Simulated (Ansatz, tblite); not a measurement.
# The cluster Hg₃S₃+: rung by rung

Aim: run the doublet of the cluster Hg₃S₃+ at one geometry on many levels, and compare frontier levels, spin and run time.

Method: as each input shows; program: Ansatz 0.2.0, Gaussian basis.

The runs, in order: GFN1-xTB, GFN2-xTB, PBE-D4/def2-TZVP, r2SCAN-D4/def2-TZVP, PBE-QIDH/def2-TZVP, r2SCAN0-D4/def2-TZVP, r2SCANh-D4/def2-TZVP, PBE+10HF/def2-SVP, PBE+15HF/def2-SVP, PBE+40HF/def2-SVP, PBE-D4/def2-SVP, PBE0-D4/def2-SVP, MP2/def2-TZVP, RPA/def2-TZVP.

1 further run of the same task is left out (set aside as unsound or not needed).

### Step 1. The geometry

The doublet was relaxed beforehand with r2SCAN-D4/def2-SVP. At that level it is the lowest of the isomers that a small search found.

6 atoms, charge 1, spin multiplicity 2.

Bond lengths: Hg1–Hg2 2.770 Å, Hg1–S6 2.407 Å, Hg3–S5 2.502 Å, Hg3–S6 2.400 Å, S4–S5 1.990 Å. Angles: Hg2–Hg1–S6 152.2°, S5–Hg3–S6 137.6°, Hg3–S5–S4 96.0°, Hg1–S6–Hg3 82.4°.

Coordinates:

```xyz
6

Hg   -0.4054   -0.7459    0.9729
Hg   -2.5172   -2.5324    0.8300
Hg    1.6814    1.4498    0.0457
S    -0.7597    0.0561   -1.7867
S     0.6141    1.4294   -2.2172
S     1.3868    0.3430    2.1553
```

Hg takes a core potential in the def2 sets. No spin-orbit coupling is included. The ion is computed in the gas phase, without counter-ions or solvent.

PBE0-D4/def2-TZVP was run before; its log isn't repeated, and its numbers join the tables.

### Step 2. GFN1-xTB

Tight binding, by tblite at 300 K electronic temperature and without a spin-polarisation term:

```python
tblite.interface.Calculator('GFN1-xTB', numbers, positions, charge=1, uhf=1).singlepoint()
```

Energy -362.5194 eV; 0.009 s.

### Step 3. GFN2-xTB

Tight binding, by tblite at 300 K electronic temperature and without a spin-polarisation term:

```python
tblite.interface.Calculator('GFN2-xTB', numbers, positions, charge=1, uhf=1).singlepoint()
```

Energy -320.8637 eV; 0.01 s.

### Step 4. PBE-D4/def2-TZVP

start.molden holds the orbitals of an earlier run on this state, given as this run's starting guess.

in.yaml

```yaml
crystal:
  periodic: [false, false, false]
  atoms:
    - {symbol: Hg, position_ang: [-0.405389, -0.745886, 0.972921]}
    - {symbol: Hg, position_ang: [-2.517157, -2.532411, 0.829986]}
    - {symbol: Hg, position_ang: [1.681431, 1.449806, 0.045745]}
    - {symbol: S, position_ang: [-0.759745, 0.056113, -1.786707]}
    - {symbol: S, position_ang: [0.614077, 1.429377, -2.217212]}
    - {symbol: S, position_ang: [1.386783, 0.342991, 2.155267]}
basis:
  gaussian: {orbitals: def2-TZVP, initial_orbitals: start.molden}
total_charge: 1
magnetization: {spin_polarized: true, initial_magnetization: 1}
hamiltonian: {xc: pbe, dispersion: d4}
scf: {omitted_lower_state_checks: [starts]}
output: {orbitals: {seedname: orbitals}}
```

Started as:

```bash
> ansatz run in.yaml --threads 4 --pin off --events-out ev --progress --plain --max-ram 4787MiB
```

Further steps of the session: r2SCAN-D4/def2-TZVP; PBE-QIDH/def2-TZVP; r2SCAN0-D4/def2-TZVP; r2SCANh-D4/def2-TZVP; PBE+10HF/def2-SVP; PBE+15HF/def2-SVP; PBE+40HF/def2-SVP; PBE-D4/def2-SVP; PBE0-D4/def2-SVP; MP2/def2-TZVP; RPA/def2-TZVP.

Before running them: what should the planned runs give, taken together? Wanted: gap in def2-TZVP, named functionals, smallest and largest; gap over the share of exact exchange; correlation energy, MP2/def2-TZVP; ⟨S²⟩ in def2-TZVP, named functionals, smallest and largest; PBE0 total energy, smallest basis above largest.

**Answer**, as computed:

| quantity | value |
| --- | --- |
| gap in def2-TZVP, named functionals, smallest and largest | 1.04 eV (PBE-D4), 3.30 eV (r2SCAN0-D4) |
| gap over the share of exact exchange | 1.00 eV at 0, 4.12 eV at 0.4 |
| correlation energy, MP2/def2-TZVP | -49.63 eV |
| ⟨S²⟩ in def2-TZVP, named functionals, smallest and largest | 0.754, 0.763 |
| PBE0 total energy, smallest basis above largest | 12.23 eV (def2-SVP, def2-TZVP) |

What this shows: Orbital gaps of the named functionals in def2-TZVP span 1.04 eV (PBE-D4) to 3.30 eV (r2SCAN0-D4); exact exchange widens it. Raising the share of exact exchange from 0 to 0.4 moves the HOMO by -1.63 eV and the LUMO by +1.49 eV. Over the named functionals in def2-TZVP spin contamination reaches 0.01 (r2SCAN0-D4), which is small.
